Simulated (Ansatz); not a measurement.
# ZrSi3 (AuCu3 type): equation of state and elastic constants

The task here is to estimate one member of a computed series from the others.

Method: DFT PBEsol, scalar-relativistic, plane waves, PAW, in Ansatz 0.2.0.

2 further runs of the same task are left out: 2 that didn't finish.

## The starting structure

Symmetry: Pm-3m, No. 221, cubic system. Conventional cell: a = 3.951 Å, b = 3.951 Å, c = 3.951 Å, α = 90.00°, β = 90.00°, γ = 90.00°. Zr (site symmetry m-3m) has 12 Si at 2.79 Å as nearest neighbours. Around Si (site symmetry 4/mmm) lie 4 Zr at 2.79 Å and 8 Si at 2.79 Å.

As a file:

```cif
data_structure
_symmetry_space_group_name_H-M 'P 1'
_symmetry_Int_Tables_number 1
_cell_length_a 3.9508
_cell_length_b 3.9508
_cell_length_c 3.9508
_cell_angle_alpha 90.000
_cell_angle_beta 90.000
_cell_angle_gamma 90.000
_cell_volume 61.67
loop_
_atom_site_label
_atom_site_type_symbol
_atom_site_fract_x
_atom_site_fract_y
_atom_site_fract_z
_atom_site_occupancy
Zr1 Zr 0.00000 0.00000 0.00000 1
Si1 Si 0.00000 0.50000 0.50000 1
Si2 Si 0.50000 0.50000 0.00000 1
Si3 Si 0.50000 0.00000 0.50000 1
```

An earlier run at PBEsol left this cell at 15.417 Å³/atom and -0.01 GPa (8×8×8 mesh).

Volume factors to run: 0.980, 1.020, 0.960, 1.040.

Set-up of the first run:

Input file input.yaml:

```yaml
crystal:
  lattice:
    - [3.9242579181, 0.0, 0.0]
    - [0.0, 3.9242579181, 0.0]
    - [0.0, 0.0, 3.9242579181]
  atoms:
    - { symbol: Zr, position: [0.0, 0.0, 0.0] }
    - { symbol: Si, position: [0.0, 0.5, 0.5] }
    - { symbol: Si, position: [0.5, 0.5, 0.0] }
    - { symbol: Si, position: [0.5, 0.0, 0.5] }
basis:
  ecutwfc: 420
  ecutrho_ratio: 4
kpoints:
  mp_grid: { grid: [8, 8, 8] }
hamiltonian:
  xc: pbesol
scf:
  occupations: { method: gaussian, width: 0.05 }
output:
  forces: true
  stress: true
  eigenvalues: true
```

On the command line:

```console
$ ansatz run input.yaml --threads 4 --pin off --max-ram 4096MiB --backend cpu --events-out ev --progress --plain --runs-dir out
```

Among the steps run: At 0.980 of the relaxed volume; Volume × 1.020; Volume × 0.960; Scaling the volume by 1.040.

One table of the session follows, with a row left open; its other results are not shown here.

| volume (Å³/atom) | energy (meV/atom) | pressure (GPa) |
| --- | --- | --- |
| 14.800 | 10.27 | 5.50 |
| 15.108 | 2.48 | 2.60 |
| 15.417 | 0.00 | -0.01 |
| 15.725 | ? | ? |
| 16.033 | 9.01 | -4.51 |

Estimate the missing values for volume (Å³/atom) = 15.725.

Worked estimate for «energy (meV/atom)». A straight line through the neighbours (15.417, 0.00) and (16.033, 9.01) gives 0.00 + (9.01 − 0.00) × (15.725 − 15.417) / (16.033 − 15.417) = 4.50; a parabola fitted to 3 rows on both sides gives 2.18.

**Answer.** energy (meV/atom): 2.32; pressure (GPa): -2.37. In «energy (meV/atom)» the line misses by +2.18 and the parabola by -0.14.

volume (Å³/atom), energy (meV/atom) and a bar:
```
    14.80       10.3 ##############################
    15.11        2.5 #######
    15.42        0.0 
    15.72        2.3 #######
    16.03        9.0 ##########################
```
